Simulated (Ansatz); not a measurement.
**K2SiB2: one candidate of a structure search**

Where does this trial cell of K2SiB2 go when cell and atoms are let free?

Method: DFT PBE, scalar-relativistic, plane waves, PAW, in Ansatz 0.2.0.

### Step 1. The structure to begin with

Symmetry: Cmmm, No. 65, orthorhombic system. Conventional cell: a = 5.929 Å, b = 8.500 Å, c = 4.891 Å, α = 90.00°, β = 90.00°, γ = 90.00°. K (site symmetry m2m) has 1 B at 2.54 Å and 2 Si at 2.98 Å as nearest neighbours. Around Si (site symmetry mmm) lie 2 B at 2.96 Å and 4 K at 2.98 Å. Around B (site symmetry mmm) lie 2 B at 2.45 Å and 2 K at 2.54 Å. B (site symmetry mmm) has 2 B at 2.45 Å as nearest neighbours.

Coordinates:

```xyz
5
Lattice="2.9647 -4.2501 0.0000 2.9647 4.2501 0.0000 0.0000 0.0000 4.8909" Properties=species:S:1:pos:R:3 pbc="T T T"
K     2.9647    2.5412    0.0000
K     2.9647   -2.5412    0.0000
Si    0.0000    0.0000    2.4455
B     2.9647    0.0000    0.0000
B     2.9647    0.0000    2.4455
```

Recipe of the guess: random cell by space group and Wyckoff sites (Cmmm, No. 65). Lengths come from tabulated atomic sizes and are only a guess.

### Step 2. The guess as it stands, on a coarse mesh

File input.yaml:

```yaml
crystal:
  lattice:
    - [2.96468128, -4.25006276, 0.0]
    - [2.96468128, 4.25006276, 0.0]
    - [0.0, 0.0, 4.89093652]
  atoms:
    - { symbol: K, position: [0.20103534, 0.79896466, 0.0] }
    - { symbol: K, position: [0.79896466, 0.20103534, 0.0] }
    - { symbol: Si, position: [0.0, 0.0, 0.5] }
    - { symbol: B, position: [0.5, 0.5, 0.0] }
    - { symbol: B, position: [0.5, 0.5, 0.5] }
basis:
  ecutwfc: 420
kpoints:
  mp_grid: { grid: [4, 4, 4] }
hamiltonian:
  xc: pbe
scf:
  occupations: { method: gaussian, width: 0.1 }
  lower_state_search: "off"
output:
  forces: true
  stress: true
  eigenvalues: true
```

On the command line:

```
> ansatz run input.yaml --threads 1 --pin off --max-ram 2560MiB --backend cpu --events-out ev --progress --plain --runs-dir out
```

Further runs follow: rough relaxation on the coarse mesh; final relaxation.

Q: Predict the outcome of this session. Wanted: conventional cell; volume; energy over the elements; gap on the mesh.

**Answer**, as computed:

| quantity | value |
| --- | --- |
| symmetry at the end (tolerance 0.05 Å) | space group Cmmm (No. 65) |
| conventional cell | a = 6.112 Å, b = 11.486 Å, c = 3.182 Å, α = 90.00°, β = 90.00°, γ = 90.00° |
| volume | 22.34 Å³/atom |
| energy over the elements | +0.72 eV/atom |
| gap on the mesh | none (metal) |

In words: The space group Cmmm (No. 65) is kept, and the volume per atom shrinks by 9.4 % from the first guess. The formation energy is positive, so the separate elements lie lower. No finished test with a distortion of lower symmetry is shown, so the end may be a saddle point.
